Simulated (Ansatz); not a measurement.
# C3H9FOSSn: a ladder of functionals and wavefunction methods

How much do the methods differ for C3H9FOSSn? The plan is to run it at one geometry with functionals of several rungs and with coupled cluster. The yardstick is the atomisation energy at the CCSD(T) limit.

Program: Ansatz 0.2.0, Gaussian basis. Level of theory: functionals in def2-TZVPP, the program's frozen cores in correlated methods. These are calculated values, not measurements.

Levels to be run: LDA (SPW92), PBE-D4, revPBE-D4, BLYP-D4, r2SCAN-D4, B97M-V, PBE0-D4, B3LYP-D4, r2SCANh-D4, r2SCAN0-D4, HSE06-D4, BHLYP-D4, CAM-B3LYP-D4, LC-ωPBE, ωB97X-V, ωB97M-V, B2PLYP, PBE-QIDH; CCSD(T)/def2-SVP; CCSD(T)/def2-TZVPP; MP2/def2-QZVPP; extrapolation to the limit; RPA on PBE.

## 1. The relaxed structure

The geometry comes from an earlier relaxation with PBE0-D4 in a triple-zeta def2 set; it is a stationary point, not always the lowest conformer. Sn takes the def2 core potential; no spin-orbit term is included.

SMILES `C[O][Sn]([CH3])([F])[S]C`, 16 atoms, charge 0, spin multiplicity 1.

Atoms are counted from 1 here; the program's logs count them from 0.

Bond lengths: C1–O2 1.410 Å, C1–H8 1.098 Å, C1–H9 1.096 Å, C1–H10 1.094 Å, O2–Sn3 1.954 Å, Sn3–C4 2.115 Å, Sn3–F5 1.924 Å, Sn3–S6 2.380 Å, C4–H11 1.089 Å, C4–H12 1.089 Å, C4–H13 1.089 Å, S6–C7 1.822 Å, C7–H14 1.090 Å, C7–H15 1.089 Å, C7–H16 1.090 Å. Angles: O2–C1–H8 112.6°, O2–C1–H9 111.6°, O2–C1–H10 108.2°, H8–C1–H9 107.9°, H8–C1–H10 108.1°, H9–C1–H10 108.3°, C1–O2–Sn3 121.1°, O2–Sn3–C4 107.0°, O2–Sn3–F5 106.9°, O2–Sn3–S6 107.8°, C4–Sn3–F5 108.4°, C4–Sn3–S6 122.2°, F5–Sn3–S6 103.7°, Sn3–C4–H11 108.1°, Sn3–C4–H12 109.6°, Sn3–C4–H13 109.2°, H11–C4–H12 110.1°, H11–C4–H13 109.8° and more.

## 2. LDA

This LDA is Slater exchange with PW92 correlation.

in.yaml reads:

```yaml
crystal:
  periodic: [false, false, false]
  atoms:
    - {symbol: C, position_ang: [-0.996709, 1.974470, 1.016724]}
    - {symbol: O, position_ang: [-1.242240, 0.677336, 0.522231]}
    - {symbol: Sn, position_ang: [-0.261230, -0.018649, -1.017231]}
    - {symbol: C, position_ang: [-1.086594, -1.911232, -1.474381]}
    - {symbol: F, position_ang: [-0.614973, 1.169358, -2.488323]}
    - {symbol: S, position_ang: [2.061745, 0.281946, -0.594053]}
    - {symbol: C, position_ang: [2.130453, -0.508871, 1.046411]}
    - {symbol: H, position_ang: [0.074878, 2.203382, 1.088090]}
    - {symbol: H, position_ang: [-1.464051, 2.740618, 0.388044]}
    - {symbol: H, position_ang: [-1.426880, 2.043762, 2.019932]}
    - {symbol: H, position_ang: [-2.099060, -1.757436, -1.846154]}
    - {symbol: H, position_ang: [-0.479537, -2.399408, -2.234975]}
    - {symbol: H, position_ang: [-1.113964, -2.518464, -0.570394]}
    - {symbol: H, position_ang: [3.123398, -0.296220, 1.441832]}
    - {symbol: H, position_ang: [1.386998, -0.091201, 1.724418]}
    - {symbol: H, position_ang: [2.007764, -1.589400, 0.977838]}
basis:
  gaussian: {orbitals: def2-TZVPP}
hamiltonian: {xc: lda}
output: {orbitals: {seedname: orbitals}}
```

The runs that follow: PBE-D4 (GGA); revPBE-D4 (GGA); BLYP-D4 (GGA); r2SCAN-D4 (meta-GGA); B97M-V (meta-GGA); PBE0-D4 (hybrid); B3LYP-D4 (hybrid); r2SCANh-D4 (hybrid); r2SCAN0-D4 (hybrid); HSE06-D4 (hybrid); BHLYP-D4 (hybrid); CAM-B3LYP-D4 (range-separated); LC-ωPBE (range-separated); ωB97X-V (range-separated); ωB97M-V (range-separated); B2PLYP (double hybrid); PBE-QIDH (double hybrid); CCSD(T) in def2-SVP; CCSD(T) in def2-TZVPP; MP2 in def2-QZVPP; RPA on PBE orbitals.

**Question.** What will the summary of the whole plan be? Wanted: atomisation energy, CCSD(T)/CBS; farthest beyond LDA; mean size of error, GGA; mean size of error, meta-GGA; mean size of error, hybrid; mean size of error, range-separated; mean size of error, double hybrid; gap, smallest and largest; T1 diagnostic.

**Answer**, as computed:

| quantity | value |
| --- | --- |
| atomisation energy, CCSD(T)/CBS | 1393.9 kcal/mol |
| functionals within 13.9 kcal/mol (1.0 %) | BLYP-D4, r2SCAN-D4, B97M-V, PBE0-D4, B3LYP-D4, HSE06-D4, CAM-B3LYP-D4, ωB97X-V, ωB97M-V |
| farthest beyond LDA | BHLYP-D4 (-53.8 kcal/mol) |
| mean size of error, GGA | 15.9 kcal/mol |
| mean size of error, meta-GGA | 2.8 kcal/mol |
| mean size of error, hybrid | 21.2 kcal/mol |
| mean size of error, range-separated | 7.4 kcal/mol |
| mean size of error, double hybrid | 23.0 kcal/mol |
| gap, smallest and largest | 3.83 eV (LDA (SPW92)), 11.18 eV (LC-ωPBE) |
| T1 diagnostic | 0.0130 |
| triples share of the correlation energy | 3.6 % |

The LDA atomisation energy is off by 195.3 kcal/mol (14 %): it overbinds. PBE-D4 is off by +18.3 kcal/mol. Double hybrids carry the basis error of their MP2 part in triple zeta, and no dispersion term here, so their miss is partly the set-up's. The rungs meta-GGA, range-separated miss on average by less than the doubt on the reference (13.9 kcal/mol), so they tie. The reference freezes the cores and leaves out spin-orbit coupling and excitations past (T), and its outer-core shells are covered unevenly, so misses under about 13.9 kcal/mol can't be ranked. All levels share the lack of spin-orbit coupling, which lowers the free heavy atoms and so the true binding. Hartree-Fock recovers 71 % of the binding; the rest is correlation. CCSD(T) in def2-SVP is off by -91.7 kcal/mol, worse than the median functional, from the basis alone. The gap grows from 3.8 to 11.2 eV across the functionals, mostly with the share of exact exchange. Correlated methods include outer-core shells of Sn, which these sets cover unevenly.
